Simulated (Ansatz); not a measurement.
**Pd: energy and pressure over a range of volumes**

The task here is to estimate one member of a computed series from the others.

Method: DFT LDA, scalar-relativistic, in Ansatz 0.2.0.

### The system as given

It takes space group Fm-3m (No. 225, cubic). The conventional cell has a = 3.890 Å, b = 3.890 Å, c = 3.890 Å, α = 90.00°, β = 90.00°, γ = 90.00°. Pd (site symmetry m-3m) is surrounded by 12 Pd at 2.75 Å.

Structure file:

```
CELL_PARAMETERS angstrom
0.00000 1.94490 1.94490
1.94490 0.00000 1.94490
1.94490 1.94490 0.00000
ATOMIC_POSITIONS crystal
Pd 0.00000 0.00000 0.00000
```

The geometry is a database entry used as it stands. It may stem from high pressure or temperature, or be incomplete, so it serves as a test cell.

The first run:

input.yaml

```yaml
crystal:
  lattice:
    - [0.0, 1.9186143454, 1.9186143454]
    - [1.9186143454, 0.0, 1.9186143454]
    - [1.9186143454, 1.9186143454, 0.0]
  atoms:
    - { symbol: Pd, position: [0.0, 0.0, 0.0] }
kpoints:
  mp_grid: { grid: [18, 18, 18] }
scf:
  occupations: { method: fermi_dirac, width: 0.05 }
hamiltonian:
  xc: lda
  pseudopotentials: { kind: all_electron, lapw: { basis_error: 0.00025 } }
output:
  forces: true
  stress: true
  eigenvalues: true
```

Started as:

```bash
> ansatz run input.yaml --threads 1 --pin off --max-ram 3072MiB --backend cpu --events-out ev --progress --plain --runs-dir out
```

Among the steps run: Volume × 0.96, LAPW; Volume × 0.96, PAW; Volume × 0.96, crystal datasets; Volume × 0.98, LAPW; Volume × 0.98, PAW; Volume × 1.02, LAPW; Volume × 1.02, PAW; Volume × 1.04, LAPW; Volume × 1.04, PAW; Volume × 1.04, crystal datasets.

One of the session's tables, all rows but one given; the rest of the session is left out.

It belongs to the step «The equation of state». 

```
          method  volume (Å³/atom)  pressure (GPa)
            LAPW            14.125            0.36
            LAPW            14.419               ?
            LAPW            14.714           -8.05
            LAPW            15.008          -11.47
            LAPW            15.302          -14.46
             PAW            14.125            0.37
             PAW            14.419           -4.10
             PAW            14.714           -8.02
             PAW            15.008          -11.44
             PAW            15.302          -14.42
crystal datasets            14.125            0.36
crystal datasets            14.714           -8.05
crystal datasets            15.302          -14.46
```

Q: Estimate the row for LAPW, 14.419 from the others.

**Answer.** pressure (GPa): -4.12. In the column «pressure (GPa)» it lies between PAW, 14.714 (-8.02) and PAW, 14.419 (-4.10).

Limits of these values: Warnings in the runs' records: gradients without spin orbit, crystal datasets made, band levels unverified.
